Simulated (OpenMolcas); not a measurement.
# Eu²⁺ among point charges: CASSCF levels and susceptibility

Aim: the splitting of the states of Eu²⁺ in the field of 12 point charges, its lowest levels with spin-orbit coupling and its magnetic susceptibility.

Program: OpenMolcas 26.06. Level of theory: state-averaged CASSCF, spin-orbit coupling by RASSI with atomic mean-field integrals. These are calculated values, not measurements, unless marked.

1 further run of the same task is left out (it didn't finish).

### 1 The system

```
Species                           : Eu²⁺ (europium, Z = 63, 61 electrons)
Basis                             : ANO-RCC-VTZP [8s7p5d3f2g1h], 104 functions
Scalar Hamiltonian                : DKH2, point nucleus
Inactive shells                   : 1s 2s 2p 3s 3p 3d 4s 4p 4d 5s 5p
Active space                      : 7 electrons in 7 orbitals (4f)
Some configurations of this space : 4f⁷
Orbitals                          : optimised for the highest spin of each parity, averaged over all roots
```

The outer shells:

4f7
```
4f [↑ ][↑ ][↑ ][↑ ][↑ ][↑ ][↑ ]
```

The ion sits among 12 point charges of -2 e arranged as a cuboctahedron (Oh), 2.56 Å from the ion. The active orbitals were held to one l.

Each step is its own input file, run in one work folder so that later steps find the files of earlier ones. Labels, J, g values, rates, χT and fits are worked out afterwards by a script from the matrices that RASSI stores. The input lists half of the charges; inversion (Group=XYZ) makes the rest.

### 2 Basis and integrals

Input file a.inp:

```
&GATEWAY
Coord
1

Eu 0.0 0.0 0.0
Basis=ANO-RCC-VTZP
Group=XYZ
NoMove
AngMom=0.0 0.0 0.0
AMFI
XField
6 Angstrom 0
1.810193 1.810193 0.000000 -2.000000
1.810193 -1.810193 0.000000 -2.000000
0.000000 1.810193 1.810193 -2.000000
0.000000 1.810193 -1.810193 -2.000000
1.810193 0.000000 1.810193 -2.000000
1.810193 0.000000 -1.810193 -2.000000
&SEWARD
```

Command:

```
$ OMP_NUM_THREADS=1 MOLCAS_MEM=2252 MOLCAS_PROJECT=a pymolcas a.inp > a.log
```

### 3 CASSCF: octets of odd parity, 1 root

Input file a.inp:

```
&RASSCF
FileOrb=start.orb
Symmetry=2
Spin=8
nActEl=7 0 0
Inactive=15 12
Ras2=0 7
CIRoot=1 1 1
SDav=1
CIMx=300
Iter=120 100
PrWF=0.3
OrbListing=Nothing
MaxOrb=0
SupSym
0
1
21 13 14 15 16 17 18 19 29 30 31 32 33 34 35 36 37 38 39 40 41 42
>>> COPY $Project.JobIph JOB001
```

start.orb holds the contracted functions of the basis, ordered by shell, or the orbitals of the step before.

### 4 Reference wave functions, sextets of odd parity, 48 roots

Input file a.inp:

```
&RASSCF
FileOrb=start.orb
Symmetry=2
Spin=6
nActEl=7 0 0
Inactive=15 12
Ras2=0 7
CIRoot=48 48 1
SDav=48
CIMx=300
Iter=120 100
PrWF=0.3
OrbListing=Nothing
MaxOrb=0
CIOnly
SupSym
0
1
21 13 14 15 16 17 18 19 29 30 31 32 33 34 35 36 37 38 39 40 41 42
>>> COPY $Project.JobIph JOB002
```

### 5 RASSI: spin-orbit coupling between the states

Input file a.inp:

```
&RASSI
NrOfJobIphs=2 1 21
1
1 2 3 4 5 6 7 8 9 10 11 12 13 14 15 16 17 18 19 20 21
IphNames
JOB001
JOB002
EJob
SpinOrbit
DIPRint=1.0
SOCoupling=1000.0
Subsets=2
Property=9
'ANGMOM' 1 'ANGMOM' 2 'ANGMOM' 3 'MLTPL  1' 1 'MLTPL  1' 2 'MLTPL  1' 3
'AMFI' 1 'AMFI' 2 'AMFI' 3
SOProperty=3
'ANGMOM' 1 'ANGMOM' 2 'ANGMOM' 3
```

Before running it: what results should come out? Wanted: spin-free ground state; lowest level; next level.

**Answer**, as computed:

| quantity | value |
| --- | --- |
| method | CASSCF |
| spin-free ground state | 8A1, 1-fold in its orbital part |
| lowest level | 8-fold |
| next level | 36885.0 cm⁻¹ |
| χT at 300 K | 7.86 cm³ K/mol |
| effective moment at 300 K | 7.93 μB |

In words: The spin-free ground state (8A1) comes to 100 % from free-ion S terms and keeps the highest spin of the shell. The sextets rest on orbitals optimised for another spin in at least one step, which raises them against the optimised states. Not all states of the active space went into the spin-orbit step. Terms of lower spin are left out of the spin-orbit mixing, so the small splitting that they give the half-filled shell's ground term is missing or unsound. High states of lower spin are left out of the spin-orbit mixing, and CASSCF puts spin-flip levels too high. This is an electrostatic model: the charges have no orbitals.
